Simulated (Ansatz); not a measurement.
**C₂H₅ClOZn: a ladder of functionals and wavefunction methods**

One table from this session's results is given with a row withheld; the runs are named, their logs left out.

Computed with Ansatz 0.2.0, Gaussian basis. Level: functionals in def2-TZVPP, the program's frozen cores in correlated methods.

The runs, in order: LDA (SPW92), PBE-D4, revPBE-D4, BLYP-D4, r2SCAN-D4, B97M-V, PBE0-D4, B3LYP-D4, r2SCANh-D4, r2SCAN0-D4, HSE06-D4, BHLYP-D4, CAM-B3LYP-D4, LC-ωPBE, ωB97X-V, ωB97M-V, B2PLYP, PBE-QIDH; CCSD(T)/def2-SVP; CCSD(T)/def2-TZVPP; MP2/def2-QZVPP; extrapolation to the limit; RPA on PBE.

## The geometry

All runs share one geometry, relaxed beforehand with PBE0-D4 in a triple-zeta def2 set.

SMILES `CC[O][Zn][Cl]`, 10 atoms, charge 0, spin multiplicity 1.

Atoms are counted from 1 here; the program's logs count them from 0.

Bond lengths: C1–C2 1.511 Å, C1–H6 1.092 Å, C1–H7 1.092 Å, C1–H8 1.093 Å, C2–O3 1.409 Å, C2–H9 1.100 Å, C2–H10 1.100 Å, O3–Zn4 1.763 Å, Zn4–Cl5 2.084 Å. Angles: C2–C1–H6 110.4°, C2–C1–H7 110.4°, C2–C1–H8 110.6°, H6–C1–H7 108.2°, H6–C1–H8 108.6°, H7–C1–H8 108.6°, C1–C2–O3 108.9°, C1–C2–H9 109.4°, C1–C2–H10 109.4°, O3–C2–H9 111.1°, O3–C2–H10 111.1°, H9–C2–H10 106.8°, C2–O3–Zn4 126.2°, O3–Zn4–Cl5 175.7°.

The first run:

The input, in.yaml:

```yaml
crystal:
  periodic: [false, false, false]
  atoms:
    - {symbol: C, position_ang: [0.329669, -1.456603, 0.585679]}
    - {symbol: C, position_ang: [0.153842, 0.037796, 0.445835]}
    - {symbol: O, position_ang: [-0.325549, 0.322688, -0.848044]}
    - {symbol: Zn, position_ang: [-0.689238, 1.922492, -1.494646]}
    - {symbol: Cl, position_ang: [-1.160094, 3.743230, -2.392796]}
    - {symbol: H, position_ang: [-0.622544, -1.968029, 0.430328]}
    - {symbol: H, position_ang: [1.041316, -1.827030, -0.155092]}
    - {symbol: H, position_ang: [0.701742, -1.708998, 1.582381]}
    - {symbol: H, position_ang: [-0.544894, 0.396879, 1.215365]}
    - {symbol: H, position_ang: [1.115759, 0.537575, 0.631000]}
basis:
  gaussian: {orbitals: def2-TZVPP}
hamiltonian: {xc: lda}
output: {orbitals: {seedname: orbitals}}
```

Steps of the session up to this table: LDA; PBE-D4 (GGA); revPBE-D4 (GGA); BLYP-D4 (GGA); r2SCAN-D4 (meta-GGA); B97M-V (meta-GGA); PBE0-D4 (hybrid); B3LYP-D4 (hybrid); r2SCANh-D4 (hybrid); r2SCAN0-D4 (hybrid); HSE06-D4 (hybrid); BHLYP-D4 (hybrid); CAM-B3LYP-D4 (range-separated); LC-ωPBE (range-separated); ωB97X-V (range-separated); ωB97M-V (range-separated); B2PLYP (double hybrid); PBE-QIDH (double hybrid).

One table of the session follows, with a row left open; its other results are not shown here.

It belongs to the step «Orbital energies across the functionals». 

```
  functional  HOMO (eV)  gap (eV)
 LDA (SPW92)      -6.34      3.91
      PBE-D4          ?         ?
   revPBE-D4      -6.10      4.06
     BLYP-D4      -6.10      3.96
   r2SCAN-D4      -6.45      4.59
      B97M-V      -6.57      4.49
     PBE0-D4      -7.65      6.41
    B3LYP-D4      -7.44      5.87
  r2SCANh-D4      -7.01      5.48
  r2SCAN0-D4      -7.86      6.80
    HSE06-D4      -7.24      5.63
    BHLYP-D4      -9.12      8.63
CAM-B3LYP-D4      -9.13      8.77
     LC-ωPBE     -10.45     11.40
     ωB97X-V     -10.12     10.86
     ωB97M-V     -10.06     10.49
```

**Question.** Estimate the row for PBE-D4.

**Answer.** HOMO (eV): -6.17; gap (eV): 4.01. In the column «HOMO (eV)» it lies between LDA (SPW92) (-6.34) and revPBE-D4 (-6.10).
